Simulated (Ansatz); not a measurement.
**Ge₂H₆S: a ladder of functionals and wavefunction methods**

How much do the methods differ for Ge₂H₆S? The plan is to run it at one geometry with functionals of several rungs and with coupled cluster. The yardstick is the atomisation energy at the CCSD(T) limit.

Method: functionals in def2-TZVPP, the program's frozen cores in correlated methods; program: Ansatz 0.2.0, Gaussian basis.

Levels to be run: LDA (SPW92), PBE-D4, revPBE-D4, BLYP-D4, r2SCAN-D4, B97M-V, PBE0-D4, B3LYP-D4, r2SCANh-D4, r2SCAN0-D4, HSE06-D4, BHLYP-D4, CAM-B3LYP-D4, LC-ωPBE, ωB97X-V, ωB97M-V, B2PLYP, PBE-QIDH; CCSD(T)/def2-SVP; CCSD(T)/def2-TZVPP; MP2/def2-QZVPP; extrapolation to the limit; RPA on PBE.

### Step 1. Structure used throughout

An earlier PBE0-D4 in a triple-zeta def2 set relaxation fixed the geometry.

SMILES `[GeH3][S][GeH3]`, 9 atoms, charge 0, spin multiplicity 1.

Atoms are counted from 1 here; the program's logs count them from 0.

Bond lengths: Ge1–S2 2.221 Å, Ge1–H4 1.538 Å, Ge1–H5 1.533 Å, Ge1–H6 1.538 Å, S2–Ge3 2.221 Å, Ge3–H7 1.538 Å, Ge3–H8 1.533 Å, Ge3–H9 1.538 Å. Angles: S2–Ge1–H4 109.9°, S2–Ge1–H5 106.0°, S2–Ge1–H6 109.9°, H4–Ge1–H5 110.8°, H4–Ge1–H6 109.5°, H5–Ge1–H6 110.8°, Ge1–S2–Ge3 98.4°, S2–Ge3–H7 109.9°, S2–Ge3–H8 106.0°, S2–Ge3–H9 109.9°, H7–Ge3–H8 110.8°, H7–Ge3–H9 109.5°, H8–Ge3–H9 110.8°.

### Step 2. LDA

This LDA is Slater exchange with PW92 correlation.

in.yaml reads:

```yaml
crystal:
  periodic: [false, false, false]
  atoms:
    - {symbol: Ge, position_ang: [-0.832203, 0.755761, -1.242996]}
    - {symbol: S, position_ang: [1.255318, 0.669085, -0.488252]}
    - {symbol: Ge, position_ang: [0.927317, -0.725156, 1.209806]}
    - {symbol: H, position_ang: [-1.295809, -0.649276, -1.661945]}
    - {symbol: H, position_ang: [-0.806060, 1.701838, -2.449022]}
    - {symbol: H, position_ang: [-1.763520, 1.296972, -0.145534]}
    - {symbol: H, position_ang: [0.374867, -2.062503, 0.689244]}
    - {symbol: H, position_ang: [2.299049, -0.921807, 1.865493]}
    - {symbol: H, position_ang: [-0.070261, -0.111314, 2.206106]}
basis:
  gaussian: {orbitals: def2-TZVPP}
hamiltonian: {xc: lda}
output: {orbitals: {seedname: orbitals}}
```

Run with:

```sh
ansatz run in.yaml --threads 4 --pin off --events-out ev --progress --plain --max-ram 10444MiB
```

The runs that follow: PBE-D4 (GGA); revPBE-D4 (GGA); BLYP-D4 (GGA); r2SCAN-D4 (meta-GGA); B97M-V (meta-GGA); B3LYP-D4 (hybrid); r2SCANh-D4 (hybrid); r2SCAN0-D4 (hybrid); HSE06-D4 (hybrid); BHLYP-D4 (hybrid); CAM-B3LYP-D4 (range-separated); LC-ωPBE (range-separated); ωB97X-V (range-separated); ωB97M-V (range-separated); B2PLYP (double hybrid); PBE-QIDH (double hybrid); CCSD(T) in def2-SVP; CCSD(T) in def2-TZVPP; MP2 in def2-QZVPP; RPA on PBE orbitals.

Q: Predict the results of all the runs planned. Wanted: atomisation energy, CCSD(T)/CBS; farthest beyond LDA; mean size of error, GGA; mean size of error, meta-GGA; mean size of error, hybrid; mean size of error, range-separated; mean size of error, double hybrid; gap, smallest and largest; T1 diagnostic.

The runs gave:

| quantity | value |
| --- | --- |
| atomisation energy, CCSD(T)/CBS | 2406.1 kJ/mol |
| functionals within 24.1 kJ/mol (1.0 %) | r2SCAN-D4, r2SCANh-D4, ωB97X-V |
| farthest beyond LDA | revPBE-D4 (-89.5 kJ/mol) |
| mean size of error, GGA | 69.8 kJ/mol |
| mean size of error, meta-GGA | 23.1 kJ/mol |
| mean size of error, hybrid | 41.6 kJ/mol |
| mean size of error, range-separated | 34.3 kJ/mol |
| mean size of error, double hybrid | 51.9 kJ/mol |
| gap, smallest and largest | 4.77 eV (LDA (SPW92)), 11.90 eV (LC-ωPBE) |
| T1 diagnostic | 0.0113 |
| triples share of the correlation energy | 3.7 % |

What this shows: The LDA atomisation energy is off by 278.6 kJ/mol (12 %): it overbinds. PBE-D4 is off by -47.5 kJ/mol. Double hybrids carry the basis error of their MP2 part in triple zeta, and no dispersion term here, so their miss is partly the set-up's. By mean error the best rung here is meta-GGA (23.1 kJ/mol) and the worst beyond LDA is GGA (69.8 kJ/mol). double hybrid functionals lie within the reference's doubt of that worst mean (51.9 kJ/mol), so those two tie. The gap between the best rungs is small, so their order is not settled. The reference freezes the cores and leaves out relativity and excitations past (T), and its outer-core shells are covered unevenly, so misses under about 24.1 kJ/mol can't be ranked. Hartree-Fock recovers 72 % of the binding; the rest is correlation. CCSD(T) in def2-SVP is off by -180.0 kJ/mol, worse than the median functional, from the basis alone. The gap grows from 4.8 to 11.9 eV across the functionals, mostly with the share of exact exchange. Correlated methods include outer-core shells of Ge, which these sets cover unevenly.
